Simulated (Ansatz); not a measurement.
**C₂H₇ClO₂SZr: vertical ionisation energy**

An exercise on one series of results from a longer session: the logs are not shown, and one member is left open.

Computed with Ansatz 0.2.0, Gaussian basis. Level: unrestricted cation, the program's frozen cores in correlated methods.

The runs, in order: UKS PBE-D4/def2-TZVPP; UKS r2SCAN-D4/def2-TZVPP; UKS PBE0-D4/def2-TZVPP; UKS B3LYP-D4/def2-TZVPP; UKS wB97X-V/def2-TZVPP; UKS wB97M-V/def2-TZVPP; UKS B2PLYP/def2-TZVPP; UHF-CCSD(T)/def2-TZVPP; UHF-MP2/def2-QZVPP; extrapolation to the limit; then −ε(HOMO) from the neutral's earlier runs with LDA (SPW92), PBE-D4, revPBE-D4, BLYP-D4, r2SCAN-D4, B97M-V, PBE0-D4, B3LYP-D4, r2SCANh-D4, r2SCAN0-D4, HSE06-D4, BHLYP-D4, CAM-B3LYP-D4, LC-ωPBE, ωB97X-V, ωB97M-V.

## The relaxed structure

All runs share one geometry, relaxed beforehand with PBE0-D4 in a triple-zeta def2 set. Zr takes the def2 core potential; no spin-orbit term is included.

14 atoms, charge 0, spin multiplicity 1.

Atoms are counted from 1 here; the program's logs count them from 0.

Bond lengths: C1–O2 1.391 Å, C1–H8 1.094 Å, C1–H9 1.095 Å, C1–H10 1.094 Å, O2–Zr3 1.896 Å, Zr3–O4 1.904 Å, Zr3–Cl5 2.379 Å, Zr3–S6 2.429 Å, O4–H11 0.953 Å, S6–C7 1.826 Å, C7–H12 1.089 Å, C7–H13 1.096 Å, C7–H14 1.089 Å. Angles: O2–C1–H8 110.1°, O2–C1–H9 110.3°, O2–C1–H10 110.5°, H8–C1–H9 108.7°, H8–C1–H10 108.6°, H9–C1–H10 108.6°, C1–O2–Zr3 176.2°, O2–Zr3–O4 112.2°, O2–Zr3–Cl5 107.9°, O2–Zr3–S6 107.6°, O4–Zr3–Cl5 111.9°, O4–Zr3–S6 107.3°, Cl5–Zr3–S6 109.9°, Zr3–O4–H11 164.3°, Zr3–S6–C7 91.5°, S6–C7–H12 109.3°, S6–C7–H13 113.6°, S6–C7–H14 108.8° and more.

Set-up of the first run:

Input file in.yaml:

```yaml
crystal:
  periodic: [false, false, false]
  atoms:
    - {symbol: C, position_ang: [0.960758, -2.179731, -0.234890]}
    - {symbol: O, position_ang: [-0.002304, -1.180830, -0.138644]}
    - {symbol: Zr, position_ang: [-1.287383, 0.190529, 0.113901]}
    - {symbol: O, position_ang: [-2.738655, -0.377659, 1.207834]}
    - {symbol: Cl, position_ang: [-2.020631, 0.911205, -2.031981]}
    - {symbol: S, position_ang: [-0.187268, 2.022206, 1.268647]}
    - {symbol: C, position_ang: [1.048682, 2.184857, -0.065241]}
    - {symbol: H, position_ang: [1.219487, -2.353591, -1.283921]}
    - {symbol: H, position_ang: [1.866360, -1.887597, 0.306168]}
    - {symbol: H, position_ang: [0.585904, -3.115273, 0.191769]}
    - {symbol: H, position_ang: [-3.371540, -0.897652, 1.695579]}
    - {symbol: H, position_ang: [2.042658, 2.004377, 0.341733]}
    - {symbol: H, position_ang: [0.891885, 1.486794, -0.896030]}
    - {symbol: H, position_ang: [0.992048, 3.192354, -0.474924]}
basis:
  gaussian: {orbitals: def2-TZVPP}
total_charge: 1
magnetization: {spin_polarized: true, initial_magnetization: 1}
hamiltonian: {xc: pbe, dispersion: d4}
```

Started as:

```
$ ansatz run in.yaml --threads 2 --pin off --events-out ev --progress --plain --max-ram 20480MiB --backend cuda --devices 0, --max-vram 18GiB
```

Steps of the session up to this table: Cation, UKS PBE-D4/def2-TZVPP; Cation, UKS r2SCAN-D4/def2-TZVPP; Cation, UKS PBE0-D4/def2-TZVPP; Cation, UKS B3LYP-D4/def2-TZVPP; Cation, UKS wB97X-V/def2-TZVPP; Cation, UKS wB97M-V/def2-TZVPP; Cation, UKS B2PLYP (frozen core)/def2-TZVPP; Cation, UHF-CCSD(T)/def2-TZVPP; Cation, UHF-MP2/def2-QZVPP.

One of the session's tables, all rows but one given; the rest of the session is left out.

Orbital estimates, from the neutral's runs:

| functional | −ε(HOMO) (eV) |
| --- | --- |
| LDA (SPW92) | 5.85 |
| PBE-D4 | 5.73 |
| revPBE-D4 | 5.67 |
| BLYP-D4 | 5.56 |
| r2SCAN-D4 | 5.99 |
| B97M-V | 6.07 |
| PBE0-D4 | 6.91 |
| B3LYP-D4 | 6.67 |
| r2SCANh-D4 | 6.43 |
| r2SCAN0-D4 | 7.08 |
| HSE06-D4 | 6.51 |
| BHLYP-D4 | 7.95 |
| CAM-B3LYP-D4 | 8.18 |
| LC-ωPBE | 9.53 |
| ωB97X-V | ? |
| ωB97M-V | 9.04 |

Q: Estimate the row for ωB97X-V from the others.

As computed: −ε(HOMO) (eV): 9.19. In the column «−ε(HOMO) (eV)» it lies between ωB97M-V (9.04) and LC-ωPBE (9.53).
